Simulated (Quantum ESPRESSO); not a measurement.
# BiTe under changes of volume

One of the cells (33.725 Å³/atom); the others are scaled copies at fixed shape and fractional positions:

```
Bi Te
1.0
     2.42271    1.39875    3.31729
    -2.42271    1.39875    3.31729
     0.00000   -2.79750    3.31729
Bi Te
1 1
Direct
  0.50000 0.50000 0.50000
  0.00000 0.00000 0.00000
```

The cell comes from a database or a generator and needn't be the stable form of this composition.

- Program: Quantum ESPRESSO 7.5
- Functional: PBEsol
- Potentials or basis: PseudoDojo 0.4.1 SR PBEsol standard
- Cutoff: 1088 eV
- Density cutoff: 4354 eV
- k mesh: 7 × 7 × 7
- Occupations: fermi-dirac, width 0.05 eV
- Spin: no spin polarisation

| volume (Å³/atom) | energy over the lowest point (meV/atom) | pressure (GPa) |
| --- | --- | --- |
| 31.701 | 1.42 | 0.9 |
| 32.376 | 0.00 | -0.3 |
| 33.050 | 3.30 | -1.3 |
| 33.725 | 10.82 | -2.3 |
| 34.399 | 22.09 | -3.1 |
| 35.074 | ? | ? |
| 35.748 | 54.29 | -4.5 |

Q: What does the run at 35.074 Å³/atom give?

A: Energy over the lowest point 36.70 meV/atom; pressure -3.9 GPa.

Worked out: A Birch-Murnaghan fit of order 3 (a polynomial in V^(-2/3)) to the other rows has its minimum at 32.23 Å³/atom with B0 = V·E''(V) = 55 GPa and B' = 4.5 at fixed shape and positions, which overstates the stiffness. It gives 36.71 meV/atom at 35.074 Å³/atom, against the run's 36.70, and -dE/dV = -3.8 GPa, against -3.9.

Energies are extrapolated to zero smearing.
